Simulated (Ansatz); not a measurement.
# Al7C6N7: the cost of one run

Method: DFT PBE, scalar-relativistic, plane waves, PAW, in Ansatz 0.2.0.

### Step 1. Starting point

The cell holds 20 atoms (C6Al7N7): a = 5.907 Å, b = 6.145 Å, c = 6.089 Å, α = 87.13°, β = 94.69°, γ = 86.17°.

It is the last frame of an earlier stage of the same melt, run at 1600 K.

The coordinates stand in the first input below.

### Step 2. Dynamics at 300 K

One k point, a Fermi-Dirac width of 0.050 eV and a fixed cell.

Contents of input.yaml:

```yaml
crystal:
  lattice:
    - [5.8984, 0.204643, -0.247932]
    - [0.204643, 6.139471, 0.157323]
    - [-0.247932, 0.157323, 6.081896]
  atoms:
    - { symbol: C, position: [0.9670054161, 0.192070594, 0.1511095522] }
    - { symbol: C, position: [0.9410461899, 0.4869197603, 0.7539197167] }
    - { symbol: C, position: [0.5351996072, 0.0109074275, 0.9362432786] }
    - { symbol: C, position: [0.4869667567, 0.2498102396, 0.6638704947] }
    - { symbol: C, position: [0.9964378627, 0.942915444, 0.226370997] }
    - { symbol: C, position: [0.9842171771, 0.0490854941, 0.6582664913] }
    - { symbol: Al, position: [0.3455958783, 0.0600731217, 0.2418614319] }
    - { symbol: Al, position: [0.4909078161, 0.8022329038, 0.7055807366] }
    - { symbol: Al, position: [0.7242186533, 0.2495766412, 0.9028545344] }
    - { symbol: Al, position: [0.7517427819, 0.2196013379, 0.3889082089] }
    - { symbol: Al, position: [0.5940269767, 0.7102361938, 0.1436578375] }
    - { symbol: Al, position: [0.1997177195, 0.6002380571, 0.2229250422] }
    - { symbol: Al, position: [0.2178270931, 0.3374878824, 0.8402831612] }
    - { symbol: "N", position: [0.9141635889, 0.7491986268, 0.2017313199] }
    - { symbol: "N", position: [0.1304606392, 0.9151109733, 0.7151319771] }
    - { symbol: "N", position: [0.4545919259, 0.749738469, 0.4022471576] }
    - { symbol: "N", position: [0.1812324728, 0.3151367785, 0.1771418951] }
    - { symbol: "N", position: [0.4872237623, 0.1196663138, 0.492472277] }
    - { symbol: "N", position: [0.8137869047, 0.4600538505, 0.5975496609] }
    - { symbol: "N", position: [0.4813375902, 0.5427671088, 0.9131051675] }
  symmetry: { detect: false }
basis:
  ecutwfc: 420
  xc_grid: 1
kpoints:
  mp_grid: { grid: [1, 1, 1], shift: [0.25, 0.25, 0.25] }
hamiltonian:
  xc: pbe
scf:
  occupations: { method: fermi_dirac, width: 0.05 }
  lower_state_search: "off"
  convergence: { dr2_threshold: 1.0e-05 }
output:
  forces: true
  stress: true
md:
  timestep: 2.0
  n_steps: 250
  ensemble: nvt_langevin
  friction: 0.03
  temperature: 300.0
  initial_velocities: maxwell_boltzmann
  seed: 22456
```

The run is started by

```sh
$ ansatz run input.yaml --threads 2 --pin off --max-ram 5120MiB --backend cpu --events-out ev --progress --plain --runs-dir out
```

What time and memory should one allow on 2 threads of Arm Neoverse V2, shared host?

About 2.6 min, with a peak of 0.35 GiB.
